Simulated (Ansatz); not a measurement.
# C2H10AlGaSi: a ladder of functionals and wavefunction methods

The task here is to estimate one member of a computed series from the others.

Computed with Ansatz 0.2.0, Gaussian basis. Level: functionals in def2-TZVPP, the program's frozen cores in correlated methods.

The runs, in order: LDA (SPW92), PBE-D4, revPBE-D4, BLYP-D4, r2SCAN-D4, B97M-V, PBE0-D4, B3LYP-D4, r2SCANh-D4, r2SCAN0-D4, HSE06-D4, BHLYP-D4, CAM-B3LYP-D4, LC-ωPBE, ωB97X-V, ωB97M-V, B2PLYP, PBE-QIDH; CCSD(T)/def2-SVP; MP2/def2-TZVPP; MP2/def2-QZVPP; RPA on PBE.

### Structure used throughout

An earlier PBE0-D4 in a triple-zeta def2 set relaxation fixed the geometry.

SMILES `[CH3][Ga]([CH3])[SiH2][AlH2]`, 15 atoms, charge 0, spin multiplicity 1.

Atoms are counted from 1 here; the program's logs count them from 0.

Bond lengths: C1–Ga2 1.975 Å, C1–H6 1.092 Å, C1–H7 1.091 Å, C1–H8 1.095 Å, Ga2–C3 1.975 Å, Ga2–Si4 2.420 Å, C3–H9 1.091 Å, C3–H10 1.093 Å, C3–H11 1.095 Å, Si4–Al5 2.435 Å, Si4–H12 1.495 Å, Si4–H13 1.495 Å, Al5–H14 1.591 Å, Al5–H15 1.591 Å. Angles: Ga2–C1–H6 111.8°, Ga2–C1–H7 111.8°, Ga2–C1–H8 108.9°, H6–C1–H7 109.2°, H6–C1–H8 107.7°, H7–C1–H8 107.2°, C1–Ga2–C3 120.3°, C1–Ga2–Si4 119.6°, C3–Ga2–Si4 120.1°, Ga2–C3–H9 112.6°, Ga2–C3–H10 111.2°, Ga2–C3–H11 108.7°, H9–C3–H10 109.3°, H9–C3–H11 107.6°, H10–C3–H11 107.3°, Ga2–Si4–Al5 110.4°, Ga2–Si4–H12 109.6°, Ga2–Si4–H13 109.8° and more.

Set-up of the first run:

The input, in.yaml:

```yaml
crystal:
  periodic: [false, false, false]
  atoms:
    - {symbol: C, position_ang: [-1.546072, -0.483822, 1.750282]}
    - {symbol: Ga, position_ang: [0.128940, -0.330442, 0.715375]}
    - {symbol: C, position_ang: [1.418971, -1.824982, 0.679912]}
    - {symbol: Si, position_ang: [0.552858, 1.667895, -0.581361]}
    - {symbol: Al, position_ang: [-0.412832, 1.454678, -2.807037]}
    - {symbol: H, position_ang: [-1.472005, -1.240959, 2.533305]}
    - {symbol: H, position_ang: [-1.835271, 0.468745, 2.197608]}
    - {symbol: H, position_ang: [-2.354434, -0.781814, 1.073730]}
    - {symbol: H, position_ang: [2.059739, -1.804735, -0.202525]}
    - {symbol: H, position_ang: [0.908402, -2.789524, 0.732755]}
    - {symbol: H, position_ang: [2.065999, -1.750546, 1.560445]}
    - {symbol: H, position_ang: [2.026675, 1.891692, -0.691376]}
    - {symbol: H, position_ang: [-0.035342, 2.854505, 0.111607]}
    - {symbol: H, position_ang: [-1.922619, 1.875006, -3.079943]}
    - {symbol: H, position_ang: [0.416980, 0.794323, -3.992776]}
basis:
  gaussian: {orbitals: def2-TZVPP}
hamiltonian: {xc: lda}
output: {orbitals: {seedname: orbitals}}
```

Steps of the session up to this table: LDA; PBE-D4 (GGA); revPBE-D4 (GGA); BLYP-D4 (GGA); r2SCAN-D4 (meta-GGA); B97M-V (meta-GGA); PBE0-D4 (hybrid); B3LYP-D4 (hybrid); r2SCANh-D4 (hybrid); r2SCAN0-D4 (hybrid); HSE06-D4 (hybrid); BHLYP-D4 (hybrid); CAM-B3LYP-D4 (range-separated); LC-ωPBE (range-separated); ωB97X-V (range-separated); ωB97M-V (range-separated); B2PLYP (double hybrid); PBE-QIDH (double hybrid).

One table of the session follows, with a row left open; its other results are not shown here.

It belongs to the step «Orbital energies across the functionals». 

```
  functional  HOMO (eV)  LUMO (eV)  gap (eV)
 LDA (SPW92)      -5.91      -3.08      2.82
      PBE-D4      -5.79      -2.87      2.92
   revPBE-D4      -5.73      -2.76      2.97
     BLYP-D4      -5.61      -2.74      2.88
   r2SCAN-D4      -6.00      -2.68      3.31
      B97M-V      -6.09      -2.86      3.23
     PBE0-D4      -6.75      -2.16      4.59
    B3LYP-D4      -6.54      -2.34      4.20
  r2SCANh-D4      -6.35      -2.43      3.91
  r2SCAN0-D4      -6.88      -2.07      4.82
    HSE06-D4          ?          ?         ?
    BHLYP-D4      -7.58      -1.40      6.18
CAM-B3LYP-D4      -7.91      -1.24      6.67
     LC-ωPBE      -9.17      -0.21      8.96
     ωB97X-V      -8.86      -0.33      8.53
     ωB97M-V      -8.65      -0.56      8.09
```

Q: Estimate the row for HSE06-D4 from the others.

The run gave: HOMO (eV): -6.36; LUMO (eV): -2.52; gap (eV): 3.84. In the column «HOMO (eV)» it lies between B3LYP-D4 (-6.54) and r2SCANh-D4 (-6.35).
